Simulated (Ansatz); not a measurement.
# V (V, beta-Sn type): the cost of one run

Method: DFT BLYP, plane waves (420 eV) with PAW, scalar-relativistic; the PAW data stem from PBE, with regenerated cores, in Ansatz 0.2.0.

## Step 1: Starting point

It takes space group I4_1/amd (No. 141, tetragonal). Conventional cell: a = 4.738 Å, b = 4.738 Å, c = 2.587 Å, α = 90.00°, β = 90.00°, γ = 90.00°. V (site symmetry -4m2) has 6 V at 2.46 to 2.59 Å as nearest neighbours.

Structure file:

```cif
data_structure
_symmetry_space_group_name_H-M 'P 1'
_symmetry_Int_Tables_number 1
_cell_length_a 3.5913
_cell_length_b 3.5913
_cell_length_c 3.5913
_cell_angle_alpha 97.454
_cell_angle_beta 97.454
_cell_angle_gamma 137.779
_cell_volume 29.04
loop_
_atom_site_label
_atom_site_type_symbol
_atom_site_fract_x
_atom_site_fract_y
_atom_site_fract_z
_atom_site_occupancy
V1 V 0.00000 0.00000 0.00000 1
V2 V 0.75000 0.25000 0.50000 1
```

## Step 2: Geometry optimisation

Contents of input.yaml:

```yaml
crystal:
  lattice:
    - [-2.3689760777, 2.3689760777, 1.2934609384]
    - [2.3689760777, -2.3689760777, 1.2934609384]
    - [2.3689760777, 2.3689760777, -1.2934609384]
  atoms:
    - { symbol: V, position: [0.0, 0.0, 0.0] }
    - { symbol: V, position: [0.75, 0.25, 0.5] }
hamiltonian:
  xc: blyp
  pseudopotentials:
    kind: paw
    azcp:
      V: "pseudopotentials/V.paw.azcp"
basis:
  ecutwfc: 420
  fft_grid_basis: typed
kpoints:
  mp_grid: { grid: [14, 14, 9], shift: [0, 0, 0] }
magnetization:
  spin_polarized: false
scf:
  occupations: { method: fermi_dirac, width: 0.1 }
relax:
  max_steps: 60
  f_tol: 0.01
  cell: {}
```

Started as:

```bash
ansatz run input.yaml --threads 2 --pin off --max-ram 5120MiB --backend cpu --events-out ev --progress --plain --runs-dir out
```

What time and memory should one allow on 2 threads of Intel Xeon Platinum 8375C at 2.90GHz (Ice Lake), shared host?

About 2.2 min, with a peak of 0.6 GiB.
